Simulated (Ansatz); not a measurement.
**C₂H₆GaGeN: one species, many methods**

An exercise on one series of results from a longer session: the logs are not shown, and one member is left open.

Method: functionals in def2-TZVPP, the program's frozen cores in correlated methods; program: Ansatz 0.2.0, Gaussian basis.

Levels to be run: PBE-D4, r2SCAN-D4, PBE0-D4, B3LYP-D4, ωB97X-V, ωB97M-V, B2PLYP; CCSD(T)/def2-TZVPP; MP2/def2-QZVPP; extrapolation to the limit.

## The geometry

The geometry comes from an earlier relaxation with PBE0-D4 in a triple-zeta def2 set; it is a stationary point, not always the lowest conformer.

SMILES `C#[C][GeH2][GaH][NH2]`, 11 atoms, charge 0, spin multiplicity 1.

Atoms are counted from 1 here; the program's logs count them from 0.

Bond lengths: C1–C2 1.206 Å, C1–H6 1.066 Å, C2–Ge3 1.907 Å, Ge3–Ga4 2.439 Å, Ge3–H7 1.540 Å, Ge3–H8 1.540 Å, Ga4–N5 1.814 Å, Ga4–H9 1.563 Å, N5–H10 1.006 Å, N5–H11 1.006 Å. Angles: C2–C1–H6 179.3°, C1–C2–Ge3 176.9°, C2–Ge3–Ga4 107.9°, C2–Ge3–H7 106.8°, C2–Ge3–H8 107.0°, Ga4–Ge3–H7 113.5°, Ga4–Ge3–H8 113.5°, H7–Ge3–H8 107.8°, Ge3–Ga4–N5 116.4°, Ge3–Ga4–H9 126.5°, N5–Ga4–H9 117.1°, Ga4–N5–H10 124.1°, Ga4–N5–H11 124.0°, H10–N5–H11 111.9°.

Set-up of the first run:

Contents of in.yaml:

```yaml
crystal:
  periodic: [false, false, false]
  atoms:
    - {symbol: C, position_ang: [-1.364826, 2.227309, 1.904517]}
    - {symbol: C, position_ang: [-1.004942, 1.117983, 1.596859]}
    - {symbol: Ge, position_ang: [-0.422687, -0.601745, 1.014477]}
    - {symbol: Ga, position_ang: [0.020003, -0.472315, -1.380426]}
    - {symbol: N, position_ang: [1.706950, -0.876031, -1.910765]}
    - {symbol: H, position_ang: [-1.685256, 3.203070, 2.188962]}
    - {symbol: H, position_ang: [-1.539083, -1.597504, 1.378771]}
    - {symbol: H, position_ang: [0.820066, -0.962015, 1.849681]}
    - {symbol: H, position_ang: [-1.001079, -0.072366, -2.494469]}
    - {symbol: H, position_ang: [2.449843, -1.128826, -1.281606]}
    - {symbol: H, position_ang: [2.021000, -0.837560, -2.866001]}
basis:
  gaussian: {orbitals: def2-TZVPP}
hamiltonian: {xc: pbe, dispersion: d4}
output: {forces: true, orbitals: {seedname: orbitals}}
```

On the command line:

```console
$ ansatz run in.yaml --threads 2 --pin off --events-out ev --progress --plain --max-ram 22528MiB --backend cuda --devices 0, --max-vram 18GiB
```

Steps of the session up to this table: PBE-D4 (GGA); r2SCAN-D4 (meta-GGA); PBE0-D4 (hybrid); B3LYP-D4 (hybrid); ωB97X-V (range-separated); ωB97M-V (range-separated); B2PLYP (double hybrid); CCSD(T) in def2-TZVPP; MP2 in def2-QZVPP.

One of the session's tables, all rows but one given; the rest of the session is left out.

```
            method  atomisation energy (kcal/mol)
            PBE-D4                          896.9
         r2SCAN-D4                          882.7
           PBE0-D4                          879.9
          B3LYP-D4                              ?
           ωB97X-V                          885.4
           ωB97M-V                          880.0
            B2PLYP                          873.4
     HF/def2-TZVPP                          616.3
    MP2/def2-TZVPP                          878.4
   CCSD/def2-TZVPP                          849.5
CCSD(T)/def2-TZVPP                          865.6
           MP2/CBS                          899.3
       CCSD(T)/CBS                          886.4
```

Estimate the missing values for B3LYP-D4.

As computed: atomisation energy (kcal/mol): 878.7. In the column «atomisation energy (kcal/mol)» it lies between MP2/def2-TZVPP (878.4) and PBE0-D4 (879.9).

Among the levels timed on like hardware and quicker than the yardstick, those that no quicker one beats, quickest first: B2PLYP (1.9 s, -13.1 kcal/mol); ωB97X-V (2.2 s, -1.1 kcal/mol). Runs this short are mostly start-up, so their order is noise.

B2PLYP carry no dispersion term (for B3LYP, D4 adds 9.3 kcal/mol).
